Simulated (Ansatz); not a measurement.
# AlAsBFH₆Si, SMILES F[B]([SiH3])[AlH][AsH2]: a ladder of methods at one geometry

Computed with Ansatz's Python interface.

`alasbfh6si.xyz`
```text
11

F    -1.61100   -1.61270    1.65820
B    -0.81100   -0.77010    0.79800
Si    1.02030   -1.25140    0.53590
Al   -1.48580    0.91020   -0.15790
As   -0.08900    2.22580   -1.59960
H     1.90770   -0.13240    1.00730
H     1.32890   -1.49850   -0.87410
H     1.39140   -2.44960    1.31690
H    -3.08550    1.33190    0.08130
H     1.04250    2.23530   -0.47870
H     0.45690    0.95430   -2.26670
```

Interactive session:
```pycon
>>> from pathlib import Path
>>> import ansatz as az
>>> import numpy as np
>>> molecule = az.Crystal.molecule_from_extxyz("alasbfh6si.xyz")
>>> base = molecule.calculation().basis(gaussian="def2-SVP")
>>> print("functional    E (Ha)        dipole (D)   HOMO (eV)  LUMO (eV)")
functional    E (Ha)        dipole (D)   HOMO (eV)  LUMO (eV)
>>> for name in ["pbe0", "b3lyp", "r2scan0", "pbe", "blyp", "revpbe"]:
...     data = base.functional(name).forces().orbitals().run(threads=1, pin="off", runs_dir="runs").report
...     lines = Path(data["orbitals_path"]).read_text().splitlines()
...     field_of = lambda key: [line.split("=")[1].strip() for line in lines if line.startswith(key)]
...     orbitals = [(27.211386 * float(e), s, float(n)) for e, s, n in zip(field_of("Ene="), field_of("Spin="), field_of("Occup="))]
...     homo = max(e for e, _, n in orbitals if n > 0.5)
...     lumo = min(e for e, _, n in orbitals if n < 0.5)
...     dipole = 4.803205 * np.linalg.norm(data["charge_distribution"]["dipole_moment_e_ang"])
...     print(f"{name:10s} {data['free_energy_ev'] / 27.211386246:14.6f} {dipole:9.3f} {homo:11.3f} {lumo:10.3f}")
...
pbe0         -2894.896333     0.853      -6.908     -3.392
b3lyp        -2895.630787     0.819      -6.673     -3.501
r2scan0      -2895.381698     0.876      -7.089     -3.346
pbe          -2894.768529     0.801      -5.714     -4.167
blyp         -2895.546667     0.755      -5.554     -3.945
revpbe       -2895.207408     0.765      -5.676     -4.083
```

Reading the output:
- Total energies depend on the basis set; only differences at equal settings carry meaning.
- The geometry is a force-field or estimated start, not a minimum of this method, and the basis set is short of its limit. A lower total doesn't mark the better method: functionals have no common bound, and MP2 and coupled cluster aren't variational.
- b3lyp holds the VWN-RPA fit, as in Gaussian; the form of ORCA and Turbomole is b3lyp5.
- Levels such as HOMO and LUMO are orbital energies: with these approximate functionals they aren't the ionisation energy and electron affinity, and their gap isn't the fundamental gap.
- Wall time of the script: 53 s on 1 thread of AMD EPYC 7R43 64-Core Processor (Zen 3) (shared host), peak memory 0.41 GiB.

(Lines on the test bed's own set-up are left out of the output.)
